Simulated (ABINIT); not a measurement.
# TiPt3 (Pm-3m) in ABINIT: a series of runs

Aim: see how the results for TiPt3 move with the level of theory and the settings. Levels: PBEsol, LDA. Tasks: relaxation of cell and atoms, single point.

Everything below comes from runs of ABINIT 10.8.3 (patched build). Logs are shortened: lines on timing, memory, paths and dates and some standing lists are left out, and cuts for length are marked. The log counts tension as positive stress, the text compression.

## 1. The crystal as given

The structure is cubic, space group Pm-3m (No. 221). The conventional cell has a = 3.897 Å, b = 3.897 Å, c = 3.897 Å, α = 90.00°, β = 90.00°, γ = 90.00°. Around Pt (site symmetry 4/mmm) lie 8 Pt at 2.76 Å and 4 Ti at 2.76 Å. Ti (site symmetry m-3m) has 12 Pt at 2.76 Å as nearest neighbours.

## 2. Relaxation of cell and atoms, PBEsol

Contents of run.abi:

```
# Pseudopotentials
pp_dirpath "./"
pseudos "Pt.GGA_PBE-JTH.xml, Ti.GGA_PBE-JTH.xml"

# Structure
acell 3*1.0 Angstrom
rprim
     3.8970000000     0.0000000000     0.0000000000
     0.0000000000     3.8970000000     0.0000000000
     0.0000000000     0.0000000000     3.8970000000
ntypat 2
znucl 78 22
natom 4
typat 1 1 1 2
chkprim 0
chksymtnons 0
tolsym 1.0e-6
xred
            1/2            1/2            0.0
            1/2            0.0            1/2
            0.0            1/2            1/2
            0.0            0.0            0.0

# Plane-wave basis
ecut 16.0
pawecutdg 32.0
pawxcdev 0
pawovlp -1
ecutsm 0.5

# k points
kptopt 1
ngkpt 5 5 5
nshiftk 1
shiftk 0.0 0.0 0.0

# Exchange and correlation
ixc -116133

# Bands and occupations
nband 26
occopt 3
tsmear 0.00183747

# SCF cycle
nstep 80
tolvrs 1.0e-10

# Output
iomode 3
prteig 0
prtebands 0
prtwf 0
prtden 0

# Relaxation
ionmov 2
optcell 2
ntime 50
tolmxf 2.0e-5
dilatmx 1.08
```

Potentials or basis: JTH PAW PBE v2.0.

Run with:

```bash
abinit run.abi > log 2>&1
```

run.abo:

```text
.Version 10.8.3 of ABINIT
 Symmetries : space group Pm -3 m (#221); Bravais cP (primitive cubic)
================================================================================
 Values of the parameters that define the memory need of the present run
     intxc =       0    ionmov =       2      iscf =      17    lmnmax =      18
     lnmax =       6     mgfft =      30  mpssoang =       3    mqgrid =    3001
     natom =       4  nloc_mem =       2    nspden =       1   nspinor =       1
    nsppol =       1      nsym =      48    n1xccc =       1    ntypat =       2
    occopt =       3   xclevel =       2
       mpw =        1547          nfft =       27000          nkpt =          10
 PAW method is used; the additional fine FFT grid is defined by:
   mgfftf=        45    nfftf =     91125
================================================================================
================================================================================

--------------------------------------------------------------------------------
------------- Echo of variables that govern the present computation ------------
--------------------------------------------------------------------------------
 -outvars: echo values of preprocessed input variables --------
            acell      1.8897261259E+00  1.8897261259E+00  1.8897261259E+00 Bohr
              amu      1.95080000E+02  4.78800000E+01
          chkprim           0
      chksymtnons           0
          dilatmx      1.08000000E+00
             ecut      1.60000000E+01 Hartree
           ecutsm      5.00000000E-01 Hartree
           ionmov           2
              ixc     -116133
         kptrlatt        5    0    0      0    5    0      0    0    5
          kptrlen      3.68213136E+01
            natom           4
            nband          26
            ngfft          30      30      30
          ngfftdg          45      45      45
             nkpt          10
            nstep          80
             nsym          48
            ntime          50
           ntypat           2
           occopt           3
          optcell           2
        pawecutdg      3.20000000E+01 Hartree
          pawovlp     -1.0000000000E+00
         pawxcdev           0
           prtden           0
        prtebands           0
           prteig           0
            prtwf           0
            rprim      3.8970000000E+00  0.0000000000E+00  0.0000000000E+00
                       0.0000000000E+00  3.8970000000E+00  0.0000000000E+00
                       0.0000000000E+00  0.0000000000E+00  3.8970000000E+00
          spgroup         221
           tolmxf      2.00000000E-05
           tolsym      1.00000000E-06
           tolvrs      1.00000000E-10
           tsmear      1.83747000E-03 Hartree
            typat      1  1  1  2
           useylm           1
           xangst      1.9485000000E+00  1.9485000000E+00  0.0000000000E+00
                       1.9485000000E+00  0.0000000000E+00  1.9485000000E+00
                       0.0000000000E+00  1.9485000000E+00  1.9485000000E+00
                       0.0000000000E+00  0.0000000000E+00  0.0000000000E+00
            xcart      3.6821313563E+00  3.6821313563E+00  0.0000000000E+00
                       3.6821313563E+00  0.0000000000E+00  3.6821313563E+00
                       0.0000000000E+00  3.6821313563E+00  3.6821313563E+00
                       0.0000000000E+00  0.0000000000E+00  0.0000000000E+00
             xred      5.0000000000E-01  5.0000000000E-01  0.0000000000E+00
                       5.0000000000E-01  0.0000000000E+00  5.0000000000E-01
                       0.0000000000E+00  5.0000000000E-01  5.0000000000E-01
                       0.0000000000E+00  0.0000000000E+00  0.0000000000E+00
            znucl       78.00000   22.00000

================================================================================

 chkinp: Checking input parameters for consistency.

================================================================================
== DATASET  1 ==================================================================

--- !DatasetInfo
iteration_state: {dtset: 1, }
dimensions: {natom: 4, nkpt: 10, mband: 26, nsppol: 1, nspinor: 1, nspden: 1, mpw: 1547, }
cutoff_energies: {ecut:  16.0, pawecutdg:  32.0, }
electrons: {nelect:   4.20000000E+01, charge:   0.00000000E+00, occopt:   3.00000000E+00, tsmear:   1.83747000E-03, }
meta: {optdriver: 0, ionmov: 2, optcell: 2, iscf: 17, paral_kgb: 0, }
...

[... 292 lines left out ...]
---SELF-CONSISTENT-FIELD CONVERGENCE--------------------------------------------
[... 96 lines left out ...]
 Real space primitive translations (rprimd) [bohr]
  7.37877212252750E+00  0.00000000000000E+00  0.00000000000000E+00
  0.00000000000000E+00  7.37877212252750E+00  0.00000000000000E+00
  0.00000000000000E+00  0.00000000000000E+00  7.37877212252750E+00
 Unitary Cell Volume (ucvol) [Bohr^3]=  4.01746678548813E+02
 Angles (23,13,12)= [degrees]
  9.00000000000000E+01  9.00000000000000E+01  9.00000000000000E+01
 Lengths [Bohr]
  7.37877212252750E+00  7.37877212252750E+00  7.37877212252750E+00
 Stress tensor in cartesian coordinates (strten) [Ha/bohr^3]
 -9.29362232171549E-08  0.00000000000000E+00  0.00000000000000E+00
  0.00000000000000E+00 -9.29362232171549E-08  0.00000000000000E+00
  0.00000000000000E+00  0.00000000000000E+00 -9.29362232032771E-08
 Total energy (etotal) [Ha]= -1.39929294682927E+02

 Difference of energy with previous step (new-old):
           Absolute (Ha)=-2.04501E-06
           Relative     =-1.46146E-08

 At Broyd/MD step   3, gradients are converged :
  max grad (force/stress) = 9.2936E-06 < tolmxf= 2.0000E-05 ha/bohr (free atoms)

================================================================================

 ----iterations are completed or convergence reached----

 Mean square residual over all n,k,spin=   48.546E-10; max=  12.619E-07
 reduced coordinates (array xred) for    4 atoms
       0.500000000000      0.500000000000      0.000000000000
       0.500000000000      0.000000000000      0.500000000000
       0.000000000000      0.500000000000      0.500000000000
       0.000000000000      0.000000000000      0.000000000000
 rms dE/dt=  0.0000E+00; max dE/dt=  0.0000E+00; dE/dt below (all hartree)
    1       0.000000000000      0.000000000000      0.000000000000
    2       0.000000000000      0.000000000000      0.000000000000
    3       0.000000000000      0.000000000000      0.000000000000
    4       0.000000000000      0.000000000000      0.000000000000

 cartesian coordinates (angstrom) at end:
    1      1.95233902451947     1.95233902451947     0.00000000000000
    2      1.95233902451947     0.00000000000000     1.95233902451947
    3      0.00000000000000     1.95233902451947     1.95233902451947
    4      0.00000000000000     0.00000000000000     0.00000000000000

 cartesian forces (hartree/bohr) at end:
    1     -0.00000000000000    -0.00000000000000    -0.00000000000000
    2     -0.00000000000000    -0.00000000000000    -0.00000000000000
    3     -0.00000000000000    -0.00000000000000    -0.00000000000000
    4     -0.00000000000000    -0.00000000000000    -0.00000000000000
 frms,max,avg= 0.0000000E+00 0.0000000E+00   0.000E+00  0.000E+00  0.000E+00 h/b

 cartesian forces (eV/Angstrom) at end:
    1     -0.00000000000000    -0.00000000000000    -0.00000000000000
    2     -0.00000000000000    -0.00000000000000    -0.00000000000000
    3     -0.00000000000000    -0.00000000000000    -0.00000000000000
    4     -0.00000000000000    -0.00000000000000    -0.00000000000000
 frms,max,avg= 0.0000000E+00 0.0000000E+00   0.000E+00  0.000E+00  0.000E+00 e/A
 length scales=  7.378772122528  7.378772122528  7.378772122528 bohr
              =  3.904678049039  3.904678049039  3.904678049039 angstroms
 Fermi (or HOMO) energy (hartree) =   0.36463   Average Vxc (hartree)=  -0.45546
 Eigenvalues (hartree) for nkpt=  10  k points:
 kpt#   1, nband= 26, wtk=  0.00800, kpt=  0.0000  0.0000  0.0000 (reduced coord)
  -1.76400   -0.89405   -0.89405   -0.89405   -0.01238    0.09205    0.10536    0.10536
   0.11674    0.11674    0.11674    0.23111    0.23111    0.23111    0.30200    0.30200
   0.34429    0.36465    0.36465    0.36465    0.41540    0.41540    0.42149    0.42149
   0.42149    0.43927
      occupation numbers for kpt#   1
   2.00000    2.00000    2.00000    2.00000    2.00000    2.00000    2.00000    2.00000
   2.00000    2.00000    2.00000    2.00000    2.00000    2.00000    2.00000    2.00000
   1.99997    0.99553    0.99553    0.99553    0.00000    0.00000    0.00000    0.00000
   0.00000    0.00000
 prteigrs : prtvol=0 or 1, do not print more k-points.

--- !EnergyTerms
iteration_state     : {dtset: 1, itime: 3, icycle: 1, }
comment             : Components of total free energy in Hartree
kinetic             :  3.14185703157667E+01
hartree             :  1.66473873216920E+01
xc                  : -1.19237151788776E+01
Ewald energy        : -1.37467892275355E+02
psp_core            :  1.26679099873330E+01
local_psp           : -5.89185160119392E+01
PAW spherical_terms :  7.64761179826258E+00
internal            : -1.39928644043118E+02
'-kT*entropy'       : -6.49434345342494E-04
total_energy        : -1.39929293477463E+02
total_energy_eV     : -3.80767005194248E+03
...

--- !EnergyTermsDC
iteration_state     : {dtset: 1, itime: 3, icycle: 1, }
comment             : '"Double-counting" decomposition of free energy'
band_energy         : -1.75556790420225E+00
Ewald energy        : -1.37467892275355E+02
psp_core            :  1.26679099873330E+01
xc_dc               : -1.48136935224677E+01
PAW spherical_terms :  1.44059846611060E+00
internal            : -1.39928645248581E+02
'-kT*entropy'       : -6.49434345342494E-04
total_energy_dc     : -1.39929294682927E+02
total_energy_dc_eV  : -3.80767008474482E+03
...

--- !EnergyTermsWithPAWCore
iteration_state     : {dtset: 1, itime: 3, icycle: 1, }
comment             : 'Components of total free energy, including PAW core contributions'
Total energy        : -5.60790117329573E+04
Total energy DC     : -5.60790117341628E+04
Total energy (eV)   : -1.52598764855840E+06
Total energy DC (eV): -1.52598764859120E+06
...

 Cartesian components of stress tensor (hartree/bohr^3)
  sigma(1 1)= -9.29362232E-08  sigma(3 2)=  0.00000000E+00
  sigma(2 2)= -9.29362232E-08  sigma(3 1)=  0.00000000E+00
  sigma(3 3)= -9.29362232E-08  sigma(2 1)=  0.00000000E+00

-Cartesian components of stress tensor (GPa)         [Pressure=  2.7343E-03 GPa]
- sigma(1 1)= -2.73427809E-03  sigma(3 2)=  0.00000000E+00
- sigma(2 2)= -2.73427809E-03  sigma(3 1)=  0.00000000E+00
- sigma(3 3)= -2.73427809E-03  sigma(2 1)=  0.00000000E+00

== END DATASET(S) ==============================================================
================================================================================

 -outvars: echo values of variables after computation  --------
            acell      7.3787721225E+00  7.3787721225E+00  7.3787721225E+00 Bohr
           etotal     -1.3992929468E+02
            fcart     -0.0000000000E+00 -0.0000000000E+00 -0.0000000000E+00
                      -0.0000000000E+00 -0.0000000000E+00 -0.0000000000E+00
                      -0.0000000000E+00 -0.0000000000E+00 -0.0000000000E+00
                      -0.0000000000E+00 -0.0000000000E+00 -0.0000000000E+00
           strten     -9.2936223217E-08 -9.2936223217E-08 -9.2936223203E-08
                       0.0000000000E+00  0.0000000000E+00  0.0000000000E+00
           xangst      1.9523390245E+00  1.9523390245E+00  0.0000000000E+00
                       1.9523390245E+00  0.0000000000E+00  1.9523390245E+00
                       0.0000000000E+00  1.9523390245E+00  1.9523390245E+00
                       0.0000000000E+00  0.0000000000E+00  0.0000000000E+00
             xred      5.0000000000E-01  5.0000000000E-01  0.0000000000E+00
                       5.0000000000E-01  0.0000000000E+00  5.0000000000E-01
                       0.0000000000E+00  5.0000000000E-01  5.0000000000E-01
                       0.0000000000E+00  0.0000000000E+00  0.0000000000E+00
 Calculation completed.
```

Run time: 2.4 min. Hardware: 1 thread of Arm Neoverse V1, shared host; peak memory 0.14 GiB.

Results:

| Item | Value |
| --- | --- |
| Free energy | -3807.6701 eV |
| Relaxed volume | 14.88 Å³/atom |
| Relaxed cell | a = 3.905 Å, b = 3.905 Å, c = 3.905 Å, α = 90.00°, β = 90.00°, γ = 90.00° |
| Space group after relaxing (to 0.05 Å) | Pm-3m (No. 221) |
| Energy gained by relaxing | 0.4 meV/atom |
| Ionic steps | 3 |
| Pressure after relaxing | 0.0 GPa |
| Band gap on the k mesh | none (metal or under the smearing width) |

The path:
```
step  energy change (eV)  largest force (eV/Å)  pressure (GPa)  volume (Å³)
   1              0.0000                0.0000            1.60        59.18
   2             -0.0017                0.0000            0.28        59.47
   3             -0.0017                0.0000            0.00        59.53
```

Final structure:
```
CELL_PARAMETERS angstrom
3.90468 0.00000 0.00000
0.00000 3.90468 0.00000
0.00000 0.00000 3.90468
ATOMIC_POSITIONS crystal
Pt 0.50000 0.50000 0.00000
Pt 0.50000 0.00000 0.50000
Pt 0.00000 0.50000 0.50000
Ti 0.00000 0.00000 0.00000
```

Caveat: the PAW data sets were made with another functional, which shifts forces and pressure a little. The run has no spin-orbit coupling, so splittings on Pt are missing.

## 3. Relaxation of cell and atoms, LDA

Contents of run.abi:

```
# Pseudopotentials
pp_dirpath "./"
pseudos "Pt.hgh, Ti.hgh"

# Structure
acell 3.897 3.897 3.897 Angstrom
rprim
     1.0000000000     0.0000000000     0.0000000000
     0.0000000000     1.0000000000     0.0000000000
     0.0000000000     0.0000000000     1.0000000000
ntypat 2
znucl 78 22
natom 4
typat 1 1 1 2
chkprim 0
chksymtnons 0
tolsym 1.0e-6
xred
            1/2            1/2            0.0
            1/2            0.0            1/2
            0.0            1/2            1/2
            0.0            0.0            0.0

# Plane-wave basis
ecut 38.0
ecutsm 0.5

# k points
kptopt 1
ngkpt 5 5 5
nshiftk 1
shiftk 0.0 0.0 0.0

# Exchange and correlation
ixc 7

# Bands and occupations
nband 21
occopt 3
tsmear 0.05 eV

# SCF cycle
nstep 80
tolvrs 1.0e-12

# Output
iomode 3
prteig 0
prtebands 0
prtwf 0
prtden 0

# Relaxation
ionmov 2
optcell 2
ntime 50
tolmxf 2.0e-5
dilatmx 1.08
```

Potentials or basis: HGH LDA.

Run with:

```bash
abinit run.abi > log 2>&1
```

run.abo:

```text
.Version 10.8.3 of ABINIT
 Symmetries : space group Pm -3 m (#221); Bravais cP (primitive cubic)
================================================================================
 Values of the parameters that define the memory need of the present run
     intxc =       0    ionmov =       2      iscf =       7    lmnmax =       6
     lnmax =       6     mgfft =      48  mpssoang =       3    mqgrid =    3001
     natom =       4  nloc_mem =       1    nspden =       1   nspinor =       1
    nsppol =       1      nsym =      48    n1xccc =       0    ntypat =       2
    occopt =       3   xclevel =       1
       mpw =        5682          nfft =      110592          nkpt =          10
================================================================================
================================================================================

--------------------------------------------------------------------------------
------------- Echo of variables that govern the present computation ------------
[... 577 lines left out ...]

== END DATASET(S) ==============================================================
================================================================================

 -outvars: echo values of variables after computation  --------
            acell      7.3694095481E+00  7.3694095481E+00  7.3694095481E+00 Bohr
           etotal     -8.2638550194E+01
            fcart     -0.0000000000E+00 -0.0000000000E+00 -0.0000000000E+00
                      -0.0000000000E+00 -0.0000000000E+00 -0.0000000000E+00
                      -0.0000000000E+00 -0.0000000000E+00 -0.0000000000E+00
                      -0.0000000000E+00 -0.0000000000E+00 -0.0000000000E+00
           strten     -1.2633519175E-08 -1.2633519161E-08 -1.2633519168E-08
                       0.0000000000E+00  0.0000000000E+00  0.0000000000E+00
           xangst      1.9498617940E+00  1.9498617940E+00  0.0000000000E+00
                       1.9498617940E+00  0.0000000000E+00  1.9498617940E+00
                       0.0000000000E+00  1.9498617940E+00  1.9498617940E+00
                       0.0000000000E+00  0.0000000000E+00  0.0000000000E+00
             xred      5.0000000000E-01  5.0000000000E-01  0.0000000000E+00
                       5.0000000000E-01  0.0000000000E+00  5.0000000000E-01
                       0.0000000000E+00  5.0000000000E-01  5.0000000000E-01
                       0.0000000000E+00  0.0000000000E+00  0.0000000000E+00
 Calculation completed.
```

Wall time 5 min (1 thread of Arm Neoverse V1, shared host); peak memory 0.1 GiB.

What came out:

```
Free energy                            : -2248.7095 eV
Relaxed volume                         : 14.83 Å³/atom
Relaxed cell                           : a = 3.900 Å, b = 3.900 Å, c = 3.900 Å, α = 90.00°, β = 90.00°, γ = 90.00°
Space group after relaxing (to 0.05 Å) : Pm-3m (No. 221)
Energy gained by relaxing              : 0.1 meV/atom
Ionic steps                            : 3
Pressure after relaxing                : 0.0 GPa
Band gap on the k mesh                 : none (metal or under the smearing width)
```

The path:
```
step  energy change (eV)  largest force (eV/Å)  pressure (GPa)  volume (Å³)
   1              0.0000                0.0000            0.56        59.18
   2             -0.0002                0.0000            0.10        59.28
   3             -0.0002                0.0000            0.00        59.31
```

Final structure:
```
CELL_PARAMETERS angstrom
3.89972 0.00000 0.00000
0.00000 3.89972 0.00000
0.00000 0.00000 3.89972
ATOMIC_POSITIONS crystal
Pt 0.50000 0.50000 0.00000
Pt 0.50000 0.00000 0.50000
Pt 0.00000 0.50000 0.50000
Ti 0.00000 0.00000 0.00000
```

Caveat: HGH potentials are hard and often keep d shells in the core, so these values are rough. The run has no spin-orbit coupling, so splittings on Pt are missing.

## 4. Single point, LDA (cell relaxed)

Contents of run.abi:

```
# Pseudopotentials
pp_dirpath "./"
pseudos "Pt.hgh, Ti.hgh"

# Structure
acell 3*1.0
rprim
     7.3694095468     0.0000000000     0.0000000000
     0.0000000000     7.3694095468     0.0000000000
     0.0000000000     0.0000000000     7.3694095468
ntypat 2
znucl 78 22
natom 4
typat 1 1 1 2
xred
     0.5000000000     0.5000000000     0.0000000000
     0.5000000000     0.0000000000     0.5000000000
     0.0000000000     0.5000000000     0.5000000000
     0.0000000000     0.0000000000     0.0000000000
chkprim 0
chksymtnons 0
tolsym 1.0e-6

# Plane-wave basis
ecut 38.0

# k points
kptopt 1
ngkpt 5 5 5
nshiftk 1
shiftk 0.0 0.0 0.0

# Exchange and correlation
ixc 7

# Bands and occupations
nband 21
occopt 3
tsmear 0.05 eV

# SCF cycle
nstep 100
tolvrs 1.0e-10

# Output
iomode 3
prtwf 0
prtden 0
prteig 0
prtebands 0
enunit 1
prtvol 2
```

Run with:

```bash
abinit run.abi > log 2>&1
```

It took 70 s on 1 thread of Arm Neoverse V1, shared host; peak memory 0.08 GiB.

The run converged. Its results:

```
Free energy                                           : -2248.7104 eV
Pressure                                              : -0.2 GPa
Band gap on the k mesh                                : none (metal or under the smearing width)
Valence electrons inside the program's atomic spheres : Pt 6.66; Ti 1.72
```

Levels at points of the mesh, in eV from the Fermi level:
| k point | band 14 | band 15 | band 16 | band 17 | band 18 | band 19 | band 20 | band 21 |
| --- | --- | --- | --- | --- | --- | --- | --- | --- |
| (0.00, 0.00, 0.00) | 0.03 | 0.03 | 0.03 | 1.58 | 1.59 | 1.60 | 1.60 | 1.60 |

Caveat: HGH potentials are hard and often keep d shells in the core, so these values are rough. Spin-orbit coupling is left out, which matters for the levels of Pt.
